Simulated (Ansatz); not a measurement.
ClH5Si2Te, SMILES Cl[SiH2][SiH2][TeH], a ladder of methods at one geometry

Computed with Ansatz's Python interface.

Script `methods_clh5si2te.py`:
```python
"""One geometry of ClH5Si2Te, method by method."""

from pathlib import Path
import argparse

import ansatz as az
from ase import Atoms
import numpy as np

parser = argparse.ArgumentParser(description="One geometry of ClH5Si2Te, method by method.")
parser.add_argument("--basis", required=True, help="basis")
args = parser.parse_args()

atoms = Atoms(["Cl", "Si", "Si", "Te", "H", "H", "H", "H", "H"], positions=[
    [-2.1722, 1.0035, -0.5349],
    [-0.4438, 1.135, 0.55],
    [0.6058, -0.807, 0.3562],
    [1.2281, -1.2285, -2.0264],
    [-0.7443, 1.3915, 1.9474],
    [0.4084, 2.2317, 0.0209],
    [-0.1865, -1.8859, 0.8942],
    [1.9277, -0.7331, 1.1345],
    [-0.5346, -1.1535, -2.3591],
])
clh5si2te = az.Crystal.molecule_from_ase(atoms)

job = clh5si2te.calculation().basis(gaussian=args.basis)

print("functional    E (Ha)        dipole (D)   HOMO (eV)  LUMO (eV)")
for name in ["r2scan0", "blyp", "r2scan", "revpbe"]:
    data = job.functional(name).forces().orbitals().run(threads=1, runs_dir="runs").report
    lines = Path(data["orbitals_path"]).read_text().splitlines()
    field_of = lambda key: [line.split("=")[1].strip() for line in lines if line.startswith(key)]
    orbitals = [(27.211386 * float(e), s, float(n)) for e, s, n in zip(field_of("Ene="), field_of("Spin="), field_of("Occup="))]
    homo = max(e for e, _, n in orbitals if n > 0.5)
    lumo = min(e for e, _, n in orbitals if n < 0.5)
    dipole = 4.803205 * np.linalg.norm(data["charge_distribution"]["dipole_moment_e_ang"])
    print(f"{name:10s} {data['free_energy_ev'] / 27.211386246:14.6f} {dipole:9.3f} {homo:11.3f} {lumo:10.3f}")
```

```console
$ python methods_clh5si2te.py --basis def2-SVP
functional    E (Ha)        dipole (D)   HOMO (eV)  LUMO (eV)
r2scan0      -1309.912234     1.184      -6.680     -1.135
blyp         -1309.836940     0.933      -5.202     -1.789
r2scan       -1309.948820     1.082      -5.730     -1.860
revpbe       -1309.759582     0.953      -5.391     -1.902
```

Caveats:
- Total energies depend on the basis set; only differences at equal settings carry meaning.
- The geometry is a force-field or estimated start, not a minimum of this method, and the basis set is short of its limit. A lower total doesn't mark the better method: functionals have no common bound, and MP2 and coupled cluster aren't variational.
- Levels such as HOMO and LUMO are orbital energies: with these approximate functionals they aren't the ionisation energy and electron affinity, and their gap isn't the fundamental gap.
- The whole script took 20 s on 1 thread of Intel(R) Xeon(R) Platinum 8488C (Sapphire Rapids) (shared host), peak memory 0.34 GiB.

(A comment or docstring line of the script was reworded after the run, the code is as it ran; lines on the test bed's own set-up are left out of the output.)
